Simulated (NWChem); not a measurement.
# C2H3BFN (SMILES FB1C=NC1): levels of theory compared

Wanted: a comparison of 6 runs (HF/STO-3G, HF/3-21G, B3LYP/def2-SVP, B3LYP/6-31G*, MP2/def2-SVP, CCSD(T)/def2-SVP) of C2H3BFN. 

The results are computed with NWChem 7.3.0.

1 further run of the same task is left out (set aside as unsound or not needed). Runs told in other sessions of the task aren't counted.

## Step 1: Starting point

C2H3BFN has 8 atoms, charge 0, and is taken as a singlet. As SMILES, `FB1C=NC1`. The coordinates come from a PBE0-D4/def2-TZVP relaxation.

Bond lengths: F1–B2 1.312 Å, B2–C3 1.553 Å, C3–N4 1.291 Å, B2–C5 1.580 Å, N4–C5 1.510 Å, C3–H6 1.087 Å, C5–H7 1.093 Å, C5–H8 1.090 Å. Some angles: F1–B2–C3 135.6°, F1–B2–C5 135.3°, C3–B2–C5 86.1°, B2–C3–N4 90.7°, C3–N4–C5 99.2°, B2–C5–N4 82.2°, B2–C3–H6 145.8°, N4–C3–H6 122.6°, B2–C5–H7 120.5°, B2–C5–H8 118.9°.

## Step 2: Energy and forces at HF/STO-3G (run 1)

File struct.nw:

```
start struct
memory stack 880 mb heap 220 mb global 1100 mb

geometry units bohr noautosym nocenter noautoz
 F    0.40288961  -1.90352113   3.62525060
 B   -0.04554240  -0.57598852   1.58018899
 C    0.60282263   2.13255593   0.65346729
 N    0.57428777   1.37685445  -1.66522666
 C   -0.57013037  -1.21055856  -1.28936013
 H    1.24060520   4.00792014   1.19789739
 H    0.48584859  -2.70741062  -2.24159313
 H   -2.51635931  -1.22775506  -1.96588209
end

basis spherical bse
 * library STO-3G
end

scf
 singlet
 rhf
 thresh 1e-08
 maxiter 80
 print low
end

task scf gradient
```

Launch:

```
nwchem struct.nw > struct.out
```

What it wrote:

```text
[...]
  functions       =    28
[...]
  wavefunction    = RHF
[...]
         Total SCF energy =   -252.699875304541
      One-electron energy =   -636.494162286177
      Two-electron energy =    238.491806436680
 Nuclear repulsion energy =    145.302480544955
        Time for solution =      1.1s
[...]
                         RHF ENERGY GRADIENTS
    atom               coordinates                        gradient
                 x          y          z           x          y          z
   1 F       0.402890  -1.903521   3.625251    0.007728  -0.014914   0.023676
   2 B      -0.045542  -0.575989   1.580189   -0.009237   0.008974  -0.038846
   3 C       0.602823   2.132556   0.653467    0.006617   0.014599  -0.017610
   4 N       0.574288   1.376854  -1.665227   -0.008093  -0.019598   0.042266
   5 C      -0.570130  -1.210559  -1.289360    0.002520   0.008298  -0.002396
   6 H       1.240605   4.007920   1.197897    0.000136   0.003462  -0.002855
   7 H       0.485849  -2.707411  -2.241593    0.002060  -0.001710  -0.002173
   8 H      -2.516359  -1.227755  -1.965882   -0.001732   0.000890  -0.002061
 Task  times  cpu:        1.4s     wall:        1.4s
 Total times  cpu:        1.4s     wall:        1.4s
```

Run time: 1.9 s. Hardware: 1 thread of AMD EPYC 9R45 (Zen 5), shared host; peak memory 0.1 GiB.

## Step 3: Energy and forces at HF/3-21G (run 2)

File a.nw:

```
start a
title "C2H3BFN gradient"
memory 2200 mb
charge 0

geometry units au noautosym nocenter noautoz
   F    0.40288961  -1.90352113   3.62525060
   B   -0.04554240  -0.57598852   1.58018899
   C    0.60282263   2.13255593   0.65346729
   N    0.57428777   1.37685445  -1.66522666
   C   -0.57013037  -1.21055856  -1.28936013
   H    1.24060520   4.00792014   1.19789739
   H    0.48584859  -2.70741062  -2.24159313
   H   -2.51635931  -1.22775506  -1.96588209
end

basis "ao basis" spherical bse
   * library 3-21G
end

scf
   nopen 0
   rhf
   thresh 1e-08
   maxiter 80
   print low
end

task scf gradient
```

Launch:

```
nwchem a.nw > a.out
```

What it wrote:

```text
[...]
  functions       =    51
[...]
  wavefunction    = RHF
[...]
         Total SCF energy =   -254.637071320982
      One-electron energy =   -636.253866432796
      Two-electron energy =    236.314314566858
 Nuclear repulsion energy =    145.302480544955
        Time for solution =      1.3s
[...]
                         RHF ENERGY GRADIENTS
    atom               coordinates                        gradient
                 x          y          z           x          y          z
   1 F       0.402890  -1.903521   3.625251   -0.002701   0.014540  -0.023273
   2 B      -0.045542  -0.575989   1.580189    0.003896  -0.009658   0.006196
   3 C       0.602823   2.132556   0.653467   -0.008367  -0.014673   0.000103
   4 N       0.574288   1.376854  -1.665227   -0.005528  -0.023638   0.012161
   5 C      -0.570130  -1.210559  -1.289360    0.010483   0.025545   0.010748
   6 H       1.240605   4.007920   1.197897    0.004894   0.013331   0.000833
   7 H       0.485849  -2.707411  -2.241593    0.003664  -0.005772  -0.004205
   8 H      -2.516359  -1.227755  -1.965882   -0.006342   0.000324  -0.002564
 Task  times  cpu:        1.7s     wall:        1.7s
 Total times  cpu:        1.7s     wall:        1.7s
```

Wall time 2.2 s (1 thread of AMD EPYC 9R45 (Zen 5), shared host); peak memory 0.099 GiB.

Runs 3 to 5 aren't shown in full; the table further down has their settings and results.

## Step 4: A single-point energy at CCSD(T)/def2-SVP (run 6)

File c2h3bfn.nw:

```
start c2h3bfn
title "C2H3BFN"
memory 2200 mb
charge 0

geometry units angstrom noautosym nocenter noautoz
F        0.213200      -1.007300       1.918400
B       -0.024100      -0.304800       0.836200
C        0.319000       1.128500       0.345800
N        0.303900       0.728600      -0.881200
C       -0.301700      -0.640600      -0.682300
H        0.656500       2.120900       0.633900
H        0.257100      -1.432700      -1.186200
H       -1.331600      -0.649700      -1.040300
end

basis "ao basis" spherical bse
* library def2-SVP
end

scf
thresh 1e-08
maxiter 80
end

ccsd
freeze core 5
maxiter 60
end

task ccsd(t) energy
```

Launch:

```
nwchem c2h3bfn.nw > c2h3bfn.out
```

What it wrote:

```text
[...]
  functions       =    85
[...]
  wavefunction    = RHF
[...]
         Total SCF energy =   -255.850369234841
      One-electron energy =   -638.117682044223
      Two-electron energy =    236.964821790501
 Nuclear repulsion energy =    145.302491018882
        Time for solution =      7.3s
[...]
 Total MP2 energy:           -256.533269789200745
[...]
             energy      energy      error      ampl     ampl      Block
                                                time     time      time
[...]
 Total CCSD energy:           -256.563440342349566
[...]
 Total CCSD+T(CCSD) energy:           -256.589018546427042
[...]
 Total CCSD(T) energy:                -256.587439067179332
[...]
```

Run time: 86 s. Hardware: 1 thread of AMD EPYC 9R45 (Zen 5), shared host; peak memory 0.27 GiB.

## Step 5: The series

| run | level | iteration cap | module | energy (Eh) | largest force (eV/Å) | wall time |
| --- | --- | --- | --- | --- | --- | --- |
| 1 | HF/STO-3G | 80 | scf | -252.699875 | 2.432 | 1.9 s |
| 2 | HF/3-21G | 80 | scf | -254.637071 | 1.524 | 2.2 s |
| 3 | B3LYP/def2-SVP | 100 | dft | -257.264035 | 0.514 | 23 s |
| 4 | B3LYP/6-31G* (Cartesian functions) | 100 | dft | -257.455207 | 0.865 | 22 s |
| 5 | MP2/def2-SVP | 80 | mp2 | -256.533270 | 1.222 | 18 s |
| 6 | CCSD(T)/def2-SVP | 80 | ccsd(t) | -256.587439 | – | 86 s |

## Step 6: What came out

| quantity | value |
| --- | --- |
| run 6: total energy | -256.58744 Eh |
| run 6: HOMO energy (Hartree–Fock orbitals) | -11.12 eV |
| run 6: LUMO energy (Hartree–Fock orbitals) | 2.44 eV |
| run 6: HOMO–LUMO gap (Hartree–Fock orbitals) | 13.56 eV |
| run 6: correlation energy (5 core orbitals frozen) | -737.1 mEh |
| run 6: (T) correction | -24.00 mEh |

In run 1 the basis is minimal, so the values are rough. All runs together took 2.5 min, the longest 86 s.
